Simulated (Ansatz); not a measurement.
A run of Ansatz 0.2.0:

input.yaml

```yaml
crystal:
  lattice:
    - [0.0, 2.74797926, 2.74797926]
    - [2.74797926, 0.0, 2.74797926]
    - [2.74797926, 2.74797926, 0.0]
  atoms:
    - { symbol: W, position: [0.0, 0.0, 0.0] }
    - { symbol: Au, position: [0.75, 0.75, 0.75] }
hamiltonian:
  xc: pbe
  pseudopotentials: { kind: paw }
kpoints:
  mp_grid: { grid: [8, 8, 8] }
scf:
  occupations: { method: fermi_dirac, width: 0.05 }
output:
  forces: true
  stress: true
  eigenvalues: true
relax:
  f_tol: 0.01
  max_steps: 40
  cell: { stress_tol: 0.05 }
```

Potentials or basis: Ansatz PAW.

The run is started by

```bash
$ ansatz run input.yaml --threads 2 --pin off --max-ram 5632MiB --backend cpu --events-out ev --progress --plain --runs-dir out
```

Hardware: 2 threads of Arm Neoverse V2 (shared host).

Q: Estimate the wall time of this run.

A: It took 8.8 s on 2 threads of Arm Neoverse V2, on a shared host, peak memory 0.34 GiB. Counts: scf iterations 40, plane waves 941, k points 29, bands 21, ion steps 7.
